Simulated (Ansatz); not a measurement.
Runs of Ansatz 0.2.0 on Cu2B. The structure is cubic, space group Fd-3m (No. 227). Conventional cell: a = 6.567 Å, b = 6.567 Å, c = 6.567 Å, α = 90.00°, β = 90.00°, γ = 90.00°. Cu (site symmetry -3m) is surrounded by 6 Cu at 2.32 Å. Around B (site symmetry -43m) lie 12 Cu at 2.72 Å and 4 B at 2.84 Å. The cell was built by a generator and needn't be a form met in nature.

```tsv
task	level	U	cell	k mesh	hubbard projectors	double counting	points for each segment of the path	gap on the mesh (eV)	pressure (GPa)
single point	PBEsol+U	Cu d U = 3 eV	as given	5 × 5 × 5	ortho-atomic (the default)	fll (the default)	-	none	(b)
single point	PBEsol+U	Cu d U = 5 eV	as given	5 × 5 × 5	ortho-atomic (the default)	fll (the default)	-	none	-4.5
relaxation of cell and atoms	LDA	-	relaxed	5 × 5 × 5	-	-	-	none	0.0
single point	PBEsol+U	Cu d U = 4 eV	as given	5 × 5 × 5	ortho-atomic (the default)	fll (the default)	-	none	-5.0
single point	PBEsol+U	Cu d U = 2 eV	as given	5 × 5 × 5	ortho-atomic (the default)	fll (the default)	-	none	-6.1
single point	PBEsol+U	Cu d U = 8 eV	as given	5 × 5 × 5	ortho-atomic (the default)	fll (the default)	-	none	-2.7
single point	PBEsol+U	Cu d U = 6 eV	as given	5 × 5 × 5	ortho-atomic (the default)	fll (the default)	-	none	-3.9
single point	PBE	-	as given	7 × 7 × 7	-	-	-	none	0.1
band structure	PBE	-	as given	5 × 5 × 5	-	-	14	none	(a)
single point	PBEsol	-	as given	5 × 5 × 5	-	-	-	none	(c)
```

Alike in all rows: potentials or basis Ansatz PAW; no spin polarisation; cutoff (eV) 420; smearing fermi-dirac 0.05 eV.

**Question.** Fill in the values left out.

**Answer.** (a) -0.5; (b) -5.6; (c) -6.9.

Caveats: the PAW data sets come from PBE, with cores solved anew for the run's functional, which leaves a small shift of forces and pressure (some runs); U without spin polarisation on a metal has little footing (some runs); the U is typed as a test and isn't derived for this compound (some runs); the plane-wave basis is chosen anew once the cell has moved, so the energies of steps on either side of that aren't comparable (some runs).

A k mesh can miss the band edges.

A gap of «none» marks a metal or a gap under the smearing width.

Not every run made on this cell is shown here.
